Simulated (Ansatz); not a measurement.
# Li3SF: the cost of one run

Computed with Ansatz 0.2.0 (DFT PBE, scalar-relativistic, plane waves, PAW, unless a step's input says otherwise).

## (1) Starting point

Symmetry: P6_3/mmc, No. 194, hexagonal system. The conventional cell has a = 5.603 Å, b = 5.603 Å, c = 4.707 Å, α = 90.00°, β = 90.00°, γ = 120.00°. Li (site symmetry mm2) has 2 F at 2.00 Å and 4 S at 2.80 to 2.86 Å and 8 Li at 2.80 to 2.86 Å as nearest neighbours. S (site symmetry -6m2) is surrounded by 12 Li at 2.80 to 2.86 Å. Around F (site symmetry -3m) lie 6 Li at 2.00 Å.

Coordinates:

```cif
data_structure
_symmetry_space_group_name_H-M 'P 1'
_symmetry_Int_Tables_number 1
_cell_length_a 5.6034
_cell_length_b 5.6034
_cell_length_c 4.7069
_cell_angle_alpha 90.000
_cell_angle_beta 90.000
_cell_angle_gamma 120.000
_cell_volume 127.99
loop_
_atom_site_label
_atom_site_type_symbol
_atom_site_fract_x
_atom_site_fract_y
_atom_site_fract_z
_atom_site_occupancy
Li1 Li 0.83333 0.66667 0.75000 1
Li2 Li 0.33333 0.16667 0.75000 1
Li3 Li 0.83333 0.16667 0.75000 1
Li4 Li 0.16667 0.33333 0.25000 1
Li5 Li 0.66667 0.83333 0.25000 1
Li6 Li 0.16667 0.83333 0.25000 1
S1 S 0.33333 0.66667 0.75000 1
S2 S 0.66667 0.33333 0.25000 1
F1 F 0.00000 0.00000 0.00000 1
F2 F 0.00000 0.00000 0.50000 1
```

The cell is invented: antiperovskite family, AX3 layers stacked AB|A (P6_3/mmc, No. 194). Lengths come from tabulated atomic sizes and are only a guess.

## (2) A first look at the guess

Input file input.yaml:

```yaml
crystal:
  lattice:
    - [5.6034, 0.0, 0.0]
    - [-2.8017, 4.85268675, 0.0]
    - [0.0, 0.0, 4.706856]
  atoms:
    - { symbol: Li, position: [0.83333333, 0.66666667, 0.75] }
    - { symbol: Li, position: [0.33333333, 0.16666667, 0.75] }
    - { symbol: Li, position: [0.83333333, 0.16666667, 0.75] }
    - { symbol: Li, position: [0.16666667, 0.33333333, 0.25] }
    - { symbol: Li, position: [0.66666667, 0.83333333, 0.25] }
    - { symbol: Li, position: [0.16666667, 0.83333333, 0.25] }
    - { symbol: S, position: [0.33333333, 0.66666667, 0.75] }
    - { symbol: S, position: [0.66666667, 0.33333333, 0.25] }
    - { symbol: F, position: [0.0, 0.0, 0.0] }
    - { symbol: F, position: [0.0, 0.0, 0.5] }
basis:
  ecutwfc: 420
kpoints:
  mp_grid: { grid: [6, 6, 4] }
hamiltonian:
  xc: pbe
scf:
  occupations: { method: gaussian, width: 0.1 }
  lower_state_search: "off"
output:
  forces: true
  stress: true
  eigenvalues: true
```

Run with:

```sh
$ ansatz run input.yaml --threads 1 --pin off --max-ram 2048MiB --backend cpu --events-out ev --progress --plain --runs-dir out
```

Q: Estimate wall time and peak memory on 1 thread of Arm Neoverse V1, shared host.

About 4.9 s, with a peak of 0.37 GiB.
